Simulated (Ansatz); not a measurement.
Working through a convergence test of the plane-wave cutoff of HfTiMo4, space group F-43m

With the Ansatz DFT code, driven from Python.

Interactive session:
```pycon
>>> import ansatz as az
>>> import pandas as pd
>>> from pymatgen.core import Lattice, Structure
>>> from pymatgen.io.ase import AseAtomsAdaptor
>>> pmg_structure = Structure(
...     Lattice([(0.0, 3.756917, 3.756917), (3.756917, 0.0, 3.756917), (3.756917, 3.756917, 0.0)]),
...     ['Hf', 'Ti', 'Mo', 'Mo', 'Mo', 'Mo'],
...     [
...         (0.75, 0.75, 0.75),
...         (0.0, 0.0, 0.0),
...         (0.374912, 0.374912, 0.374912),
...         (0.875264, 0.374912, 0.374912),
...         (0.374912, 0.374912, 0.875264),
...         (0.374912, 0.875264, 0.374912),
...     ],
... )
>>> system = az.Crystal.from_ase(AseAtomsAdaptor.get_atoms(pmg_structure))
>>> system.resolved().sites[-1]
Site(symbol='Mo', position=(0.374912, 0.875264, 0.374912), moment=None, axis=None, held=None, saved=None)
>>> base = system.calculation()
>>> base = base.functional(az.Functional.PBESOL, dispersion='D3(BJ)')
>>> base = base.kpoints(spacing=0.29).occupations('methfessel_paxton', width=0.1)
>>> base = base.forces().stress()
>>> rows = []
>>> for value in [250, 300, 350, 400, 450, 500]:
...     summary = base.basis(value).run().report
...     rows.append((value, summary['free_energy_ev'] / len(summary['lattice']['sites']), summary['n_iterations'], sum(summary['stress_gpa'][i][i] for i in range(3)) / 3, max(abs(f) for row in summary['forces_ev_ang'] for f in row), summary['n_pw']))
...
DeckWarning: basis.ecutwfc = 250 eV is below the records' recommended 420 eV, and the density's cutoff is lower with it unless basis.ecutrho_ratio is high enough to keep the records' density cutoff: compare with a run at a higher cutoff
DeckWarning: basis.ecutwfc = 300 eV is below the records' recommended 420 eV, and the density's cutoff is lower with it unless basis.ecutrho_ratio is high enough to keep the records' density cutoff: compare with a run at a higher cutoff
DeckWarning: basis.ecutwfc = 350 eV is below the records' recommended 420 eV, and the density's cutoff is lower with it unless basis.ecutrho_ratio is high enough to keep the records' density cutoff: compare with a run at a higher cutoff
DeckWarning: basis.ecutwfc = 400 eV is below the records' recommended 420 eV, and the density's cutoff is lower with it unless basis.ecutrho_ratio is high enough to keep the records' density cutoff: compare with a run at a higher cutoff
>>> table = pd.DataFrame(rows, columns=['cutoff (eV)', 'F/atom (eV)', 'iterations', 'P (GPa)', 'max component (eV/A)', 'plane waves'])
>>> table.round(5)
   cutoff (eV)  F/atom (eV)  iterations   P (GPa)  max component (eV/A)  plane waves
0          250  -6276.94506           8 -13.02271               0.00605          941
1          300  -6277.56045           8 -13.28511               0.00209         1243
2          350  -6277.63210           7 -13.42440               0.00381         1591
3          400  -6277.63610           7 -13.42854               0.00368         1917
4          450  -6277.63664           7 -13.43590               0.00365         2277
5          500  -6277.63698           7 -13.44025               0.00367         2733
>>> for row in rows[:-1]:
...     shift = 1000 * (row[1] - rows[-1][1])
...     print(f'{row[0]}: {shift:+.2f} meV/atom' + ('  (within 1 meV)' if abs(shift) < 1 else ''))
...
250: +691.92 meV/atom
300: +76.53 meV/atom
350: +4.87 meV/atom
400: +0.87 meV/atom  (within 1 meV)
450: +0.34 meV/atom  (within 1 meV)
```

From 400 eV on it stays within 1 meV an atom of the value at 500 eV; the first row (250 eV) is off by 691.9 meV and the last but one by 0.34 meV. The energy falls steadily, as expected when plane waves are added. The pressure moves from -13.02 to -13.44 GPa (the program's stress holds a Pulay correction, so it settles early). The last run costs about 2.1 times the first.

No spin polarisation was allowed. Dispersion corrections can be off by several per cent in the lattices of metals, and by several GPa in the pressure at a fixed cell. For a metal this k-point mesh is coarse: on a finer one energies can move by several to tens of meV an atom and pressures by half a GPa or more, differences at one mesh by less. Pressure is positive in compression. Spin-orbit coupling, which matters for elements this heavy, is left out. This cell is a computed structure, which may not be the phase found in nature. Warnings are shown shortened and without file and line. Shifts are counted from the last row, which is itself no proven limit. Timing: 35 s on 1 thread of Arm Neoverse V1, on a shared host, peak memory 0.46 GiB.
